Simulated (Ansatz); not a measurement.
Molecular dynamics of Rb$_{2}$Te$_{2}$Pt

Input:

```yaml
accuracy: low
crystal:
  lattice:
    - [8.426579, 0.0, 0.0]
    - [0.0, 8.595541, 0.0]
    - [0.0, 0.0, 11.265003]
  atoms:
    - { symbol: Rb, position: [0.0, 0.5, 0.2015046] }
    - { symbol: Rb, position: [0.25, 0.0, 0.2984954] }
    - { symbol: Te, position: [0.25, 0.2123538, 0.0] }
    - { symbol: Te, position: [0.0, 0.2876462, 0.5] }
    - { symbol: Pt, position: [0.0, 0.0, 0.0] }
    - { symbol: Rb, position: [0.5, 0.5, 0.2015046] }
    - { symbol: Rb, position: [0.75, 0.0, 0.2984954] }
    - { symbol: Te, position: [0.75, 0.2123538, 0.0] }
    - { symbol: Te, position: [0.5, 0.2876462, 0.5] }
    - { symbol: Pt, position: [0.5, 0.0, 0.0] }
    - { symbol: Rb, position: [0.25, 0.0, 0.7015046] }
    - { symbol: Rb, position: [0.5, 0.5, 0.7984954] }
    - { symbol: Te, position: [0.5, 0.7123538, 0.5] }
    - { symbol: Te, position: [0.25, 0.7876462, 0.0] }
    - { symbol: Pt, position: [0.25, 0.5, 0.5] }
    - { symbol: Rb, position: [0.75, 0.0, 0.7015046] }
    - { symbol: Rb, position: [0.0, 0.5, 0.7984954] }
    - { symbol: Te, position: [0.0, 0.7123538, 0.5] }
    - { symbol: Te, position: [0.75, 0.7876462, 0.0] }
    - { symbol: Pt, position: [0.75, 0.5, 0.5] }
basis:
  ecutwfc: 420.0
kpoints:
  mp_grid: { grid: [2, 2, 2] }
hamiltonian:
  xc: pbesol
scf:
  occupations: { method: fermi_dirac, width: 0.17 }
  lower_state_search: "off"
md:
  timestep: 4.5
  n_steps: 80
  ensemble: nvt_langevin
  temperature: 2000.0
  initial_velocities: maxwell_boltzmann
  seed: 284361
  friction: 0.02
```

Launched with:

```bash
$ ansatz run input.yaml --threads 4 --pin off --max-ram 10240MiB --backend cpu --events-out ev --progress --plain --runs-dir out
```

It starts from an unrelaxed structure (largest force component 1.15 eV/Å).

Output, in part (one step line in 3):

```
md step     0: t =     0.00 fs  T =  1900.0 K  F+E_penalty+E_count = -130496.67920211 eV  E_kin = 4.911880 eV  (8 SCF iters)
md step     3: t =    13.50 fs  T =  1577.9 K  F+E_penalty+E_count = -130496.42575768 eV  E_kin = 4.079102 eV  (8 SCF iters)
md step     6: t =    27.00 fs  T =  1703.3 K  F+E_penalty+E_count = -130496.13861015 eV  E_kin = 4.403275 eV  (7 SCF iters)
md step     9: t =    40.50 fs  T =  1843.5 K  F+E_penalty+E_count = -130495.79121440 eV  E_kin = 4.765793 eV  (7 SCF iters)
md step    12: t =    54.00 fs  T =  1722.4 K  F+E_penalty+E_count = -130495.24524167 eV  E_kin = 4.452724 eV  (7 SCF iters)
md step    15: t =    67.50 fs  T =  1313.2 K  F+E_penalty+E_count = -130494.65977313 eV  E_kin = 3.394888 eV  (7 SCF iters)
md step    18: t =    81.00 fs  T =  1545.0 K  F+E_penalty+E_count = -130493.81808239 eV  E_kin = 3.994170 eV  (7 SCF iters)
md step    21: t =    94.50 fs  T =  1586.5 K  F+E_penalty+E_count = -130493.50549524 eV  E_kin = 4.101540 eV  (8 SCF iters)
md step    24: t =   108.00 fs  T =  1801.6 K  F+E_penalty+E_count = -130493.63060062 eV  E_kin = 4.657470 eV  (7 SCF iters)
md step    27: t =   121.50 fs  T =  2260.5 K  F+E_penalty+E_count = -130493.93190178 eV  E_kin = 5.843853 eV  (7 SCF iters)
md step    30: t =   135.00 fs  T =  1871.2 K  F+E_penalty+E_count = -130494.24803320 eV  E_kin = 4.837387 eV  (9 SCF iters)
md step    33: t =   148.50 fs  T =  1801.6 K  F+E_penalty+E_count = -130494.25326103 eV  E_kin = 4.657589 eV  (7 SCF iters)
md step    36: t =   162.00 fs  T =  1572.3 K  F+E_penalty+E_count = -130494.40392754 eV  E_kin = 4.064605 eV  (7 SCF iters)
md step    39: t =   175.50 fs  T =  1222.6 K  F+E_penalty+E_count = -130494.62183358 eV  E_kin = 3.160692 eV  (7 SCF iters)
md step    42: t =   189.00 fs  T =  1199.7 K  F+E_penalty+E_count = -130495.00001551 eV  E_kin = 3.101577 eV  (7 SCF iters)
md step    45: t =   202.50 fs  T =  1572.8 K  F+E_penalty+E_count = -130495.19654668 eV  E_kin = 4.065951 eV  (7 SCF iters)
md step    48: t =   216.00 fs  T =  1646.3 K  F+E_penalty+E_count = -130495.29376711 eV  E_kin = 4.256124 eV  (7 SCF iters)
md step    51: t =   229.50 fs  T =  2507.1 K  F+E_penalty+E_count = -130495.69385992 eV  E_kin = 6.481328 eV  (7 SCF iters)
md step    54: t =   243.00 fs  T =  2401.1 K  F+E_penalty+E_count = -130495.77133361 eV  E_kin = 6.207419 eV  (7 SCF iters)
md step    57: t =   256.50 fs  T =  2263.8 K  F+E_penalty+E_count = -130495.28653322 eV  E_kin = 5.852460 eV  (7 SCF iters)
md step    60: t =   270.00 fs  T =  1722.2 K  F+E_penalty+E_count = -130494.85516555 eV  E_kin = 4.452293 eV  (9 SCF iters)
md step    63: t =   283.50 fs  T =  1993.4 K  F+E_penalty+E_count = -130494.32639499 eV  E_kin = 5.153323 eV  (7 SCF iters)
md step    66: t =   297.00 fs  T =  1417.7 K  F+E_penalty+E_count = -130494.02953461 eV  E_kin = 3.665059 eV  (7 SCF iters)
md step    69: t =   310.50 fs  T =  1759.2 K  F+E_penalty+E_count = -130494.09999837 eV  E_kin = 4.547793 eV  (7 SCF iters)
md step    72: t =   324.00 fs  T =  1637.7 K  F+E_penalty+E_count = -130494.27917147 eV  E_kin = 4.233909 eV  (7 SCF iters)
md step    75: t =   337.50 fs  T =  1767.6 K  F+E_penalty+E_count = -130494.10556086 eV  E_kin = 4.569632 eV  (7 SCF iters)
md step    78: t =   351.00 fs  T =  1906.2 K  F+E_penalty+E_count = -130493.88040690 eV  E_kin = 4.927821 eV  (7 SCF iters)
md step    80: t =   360.00 fs  T =  1867.5 K  F+E_penalty+E_count = -130493.65979229 eV  E_kin = 4.827964 eV  (9 SCF iters)
```

The run went to its last step. A run of 0.36 ps of so small a system gives no equilibrium averages. Limits of this set-up: coarse k mesh, low accuracy level.

Mean squared displacements from the first frame to the last, about the centre of mass: Rb 0.68 Å², Te 0.28 Å², Pt 0.09 Å².

Last frame:

```xyz
20
Lattice="8.4266 0.0000 0.0000 0.0000 8.5955 0.0000 0.0000 0.0000 11.2650" Properties=species:S:1:pos:R:3
Rb 0.244 3.935 2.132
Rb 2.560 -0.458 2.960
Te 1.895 1.734 0.041
Te 0.124 2.676 5.605
Pt 0.529 -0.319 0.240
Rb 4.777 4.092 2.198
Rb 7.304 0.148 3.867
Te 6.574 1.477 0.466
Te 4.785 2.080 5.316
Pt 4.476 0.142 -0.113
Rb 2.990 0.508 7.651
Rb 3.497 4.910 8.413
Te 4.163 5.910 5.585
Te 2.639 7.122 -0.621
Pt 2.355 4.011 5.428
Rb 7.082 0.545 8.395
Rb -0.322 4.315 9.566
Te 0.236 5.855 5.214
Te 6.325 6.637 0.531
Pt 6.460 4.309 5.612
```

Time of the run: 22 min on 4 threads of Arm Neoverse V2 (shared host), peak memory 3.7 GiB.
